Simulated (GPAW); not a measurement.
TeRu:

```
Ru Te
1.0
     0.00000    3.11393    3.11393
     3.11393    0.00000    3.11393
     3.11393    3.11393    0.00000
Ru Te
1 1
Direct
  0.00000 0.00000 0.00000
  0.25000 0.25000 0.25000
```

The cell comes from a database or a generator and needn't be the stable form of this composition.

Base run:

```yaml
Program: GPAW 26.7.0
Functional: r2SCAN
Potentials_or_basis: GPAW PAW data sets (gpaw-data 1.2.1)
Cutoff: 600 eV
Basis: pw
k_mesh: 5 × 5 × 5
Occupations: gaussian, width 0.05 eV
Spin: collinear spin, ferromagnetic start
Starting_moments: "[1.0, 0.0] μB"
Hubbard_terms: Ru d U = 6 eV
```

Its results: band gap on the k mesh none (metal or under the smearing width); pressure 4.9 GPa; net moment 2.00 μB per cell.

Problem. The run is repeated on the same cell with these changes: spin from collinear spin, ferromagnetic start to collinear spin, zero start; moments at the start from [1.0, 0.0] to [0.0, 0.0]. What comes out?

Solution. Band gap on the k mesh none (metal or under the smearing width); pressure -8.8 GPa; net moment 0.00 μB per cell.

Caveats: the PAW data sets were made with another functional, which shifts forces and pressure a little; the U is typed as a test and isn't derived for this compound.
